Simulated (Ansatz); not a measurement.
NaLaMnMoO6:

```xyz
20
Lattice="5.4052 0.0014 0.0015 0.0746 5.4046 -0.0118 0.0304 -0.0143 8.2208" Properties=species:S:1:pos:R:3 pbc="T T T"
Na    2.7815    2.7347    2.0499
Na    2.7288    2.6570    6.1606
La    0.0738    0.0631    2.0551
La    5.4365    5.3286    6.1553
Mn    2.7026    0.0007    0.0007
Mn    0.0525    2.6951    4.1045
Mo    0.0373    2.7023   -0.0059
Mo    2.7178   -0.0065    4.1111
O     5.1705    2.9313    1.9060
O     0.3397    2.4604    6.3045
O     1.5424    1.5135    0.3942
O     3.9679    3.8782    7.8163
O     1.1984    4.3047    8.2077
O     4.3118    1.0870    0.0027
O     2.4937    0.2699    6.0216
O     3.0165    5.1218    2.1889
O     1.1608    4.2891    4.0933
O     4.3495    1.1026    4.1172
O     1.5486    1.5136    3.7103
O     3.9617    3.8780    4.5001
```

The cell was built by a generator and needn't be a form met in nature.

| Item | Value |
| --- | --- |
| Program | Ansatz 0.2.0 |
| Task | relaxation of cell and atoms |
| Functional | BLYP |
| Potentials or basis | Ansatz PAW |
| Cutoff | 420 eV (not typed: the program's choice for these potentials) |
| k mesh | 4 × 4 × 3 |
| Occupations | fermi-dirac, width 0.05 eV |
| Spin | collinear spin, ferromagnetic start |
| Starting moments | [0.0, 0.0, 0.0, 0.0, 4.0, 4.0, 1.0, 1.0, 0.0, 0.0, 0.0, 0.0, 0.0, 0.0, 0.0, 0.0, 0.0, 0.0, 0.0, 0.0] μB |

At the start: volume 12.01 Å³/atom.

Q: Where does the relaxation end?

A: It ends after 10 steps and the volume is 12.40 Å³/atom (+3.3 %); space group C2/c (No. 15, to 0.05 Å); moment 6.32 μB per cell.

Step by step:
| step | energy change (eV) | largest force (eV/Å) | volume (Å³) |
| --- | --- | --- | --- |
| 1 | 0.0000 | 0.3145 | 240.15 |
| 2 | -0.0716 | 0.1480 | 247.59 |
| 3 | -0.0844 | 0.0965 | 247.31 |
| 4 | -0.0869 | 0.0621 | 247.32 |
| 5 | -0.0890 | 0.0189 | 247.48 |
| 6 | -0.0888 | 0.0081 | 247.55 |
| 7 | -0.1292 | 0.0088 | 247.55 |
| 8 | -0.1277 | 0.0048 | 248.03 |
| 9 | -0.1274 | 0.0017 | 248.10 |
| 10 | -0.1297 | 0.0017 | 248.10 |

Final structure:
```cif
data_structure
_symmetry_space_group_name_H-M 'P 1'
_symmetry_Int_Tables_number 1
_cell_length_a 5.4394
_cell_length_b 5.4393
_cell_length_c 8.3865
_cell_angle_alpha 90.280
_cell_angle_beta 89.718
_cell_angle_gamma 89.208
_cell_volume 248.10
loop_
_atom_site_label
_atom_site_type_symbol
_atom_site_fract_x
_atom_site_fract_y
_atom_site_fract_z
_atom_site_occupancy
Na1 Na 0.50532 0.50544 0.25000 1
Na2 Na 0.49468 0.49456 0.75000 1
La1 La 0.01267 0.01276 0.25001 1
La2 La 0.98733 0.98724 0.74999 1
Mn1 Mn 0.50000 0.00000 0.00000 1
Mn2 Mn 0.00000 0.50000 0.50000 1
Mo1 Mo 0.00000 0.50000 0.00000 1
Mo2 Mo 0.50000 0.00000 0.50000 1
O1 O 0.94548 0.54548 0.22889 1
O2 O 0.05452 0.45452 0.77111 1
O3 O 0.28096 0.27696 0.05061 1
O4 O 0.71904 0.72304 0.94939 1
O5 O 0.20773 0.79889 0.99925 1
O6 O 0.79227 0.20111 0.00075 1
O7 O 0.45421 0.05434 0.72890 1
O8 O 0.54579 0.94566 0.27110 1
O9 O 0.20112 0.79224 0.49904 1
O10 O 0.79888 0.20776 0.50096 1
O11 O 0.27695 0.28095 0.44938 1
O12 O 0.72305 0.71905 0.55062 1
```

Caveat: the plane-wave basis is chosen anew once the cell has moved, so the energies of steps on either side of that aren't comparable; the pressure holds a Pulay correction of +0.7 GPa for the finite cutoff; only a ferromagnetic start was run, and an antiferromagnetic order may lie lower in energy; the PAW data sets come from PBE, with cores solved anew for the run's functional, which leaves a small shift of forces and pressure; the starting moments weren't kept.
